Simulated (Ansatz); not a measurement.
**SnMeF3 (CH3F3Sn): the relaxed shape and its frontier levels**

What does SnMeF3 (CH3F3Sn) look like as a singlet, and where do its frontier electrons sit?

Method: RKS PBE0-D4/def2-TZVP; program: Ansatz 0.2.0, Gaussian basis.

The runs, in order: relaxation at PBE0-D4/def2-SVP; a search for the lowest solution at PBE0-D4/def2-SVP; a single point at PBE0-D4/def2-TZVP; harmonic vibrations at PBE0-D4/def2-SVP.

2 further runs of the same task are left out: 2 set aside as unsound or not needed. Runs told in other sessions of the task aren't counted.

### Step 1. The starting structure

8 atoms, charge 0, spin multiplicity 1.

Atoms are counted from 1 here; the program's logs count them from 0.

Bond lengths: Sn1–C2 2.187 Å, Sn1–F6 1.968 Å, Sn1–F7 1.967 Å, Sn1–F8 1.967 Å, C2–H3 1.084 Å, C2–H4 1.084 Å, C2–H5 1.084 Å. Angles: C2–Sn1–F6 114.7°, C2–Sn1–F7 114.9°, C2–Sn1–F8 114.6°, F6–Sn1–F7 103.7°, F6–Sn1–F8 103.8°, F7–Sn1–F8 103.7°, Sn1–C2–H3 106.4°, Sn1–C2–H4 106.4°, Sn1–C2–H5 106.2°, H3–C2–H4 112.4°, H3–C2–H5 112.4°, H4–C2–H5 112.4°.

Sn takes a core potential in the def2 sets. No spin-orbit coupling is included.

The start is a GFN2-xTB geometry.

### Step 2. Relaxation at PBE0-D4/def2-SVP

in.yaml reads:

```yaml
crystal:
  periodic: [false, false, false]
  atoms:
    - {symbol: Sn, position_ang: [-0.001830, 0.004170, -0.899120]}
    - {symbol: C, position_ang: [0.002390, -0.004240, 1.287820]}
    - {symbol: H, position_ang: [-1.034950, 0.058430, 1.595810]}
    - {symbol: H, position_ang: [0.577550, 0.861200, 1.597010]}
    - {symbol: H, position_ang: [0.467020, -0.937010, 1.586350]}
    - {symbol: F, position_ang: [1.784090, -0.013430, -1.724750]}
    - {symbol: F, position_ang: [-0.879470, 1.562030, -1.719940]}
    - {symbol: F, position_ang: [-0.914810, -1.531150, -1.723190]}
basis:
  gaussian: {orbitals: def2-SVP}
hamiltonian: {xc: pbe0, dispersion: d4}
scf: {omitted_lower_state_checks: [starts]}
output: {orbitals: {seedname: orbitals}}
relax: {f_tol: 0.02, max_steps: 100}
```

Launch:

```sh
$ ansatz run in.yaml --threads 4 --pin off --events-out ev --progress --plain --max-ram 3916MiB
```

The runs that follow: Searching for the lowest solution, PBE0-D4/def2-SVP; Single point, PBE0-D4/def2-TZVP; Vibrations by finite differences.

Q: Predict the results of all the runs planned. Wanted: point group; commonest bond, hydrogen aside; HOMO, LUMO at PBE0-D4/def2-TZVP; dipole at PBE0-D4/def2-SVP; lowest, highest wavenumber.

The runs gave:

| quantity | value |
| --- | --- |
| point group | C3v |
| commonest bond, hydrogen aside | F–Sn, 3 of mean length 1.921 Å |
| HOMO, LUMO at PBE0-D4/def2-TZVP | -10.24, -2.04 eV |
| dipole at PBE0-D4/def2-SVP | 4.76 D |
| lowest, highest wavenumber | -74, 3226 cm⁻¹ |

**Reading.** The molecule keeps its bonding pattern by the stored test; the atoms moved 0.04 Å (rms). 1 imaginary mode (down to -74 cm⁻¹): a saddle, not a minimum, unless so soft a mode is numerical noise.
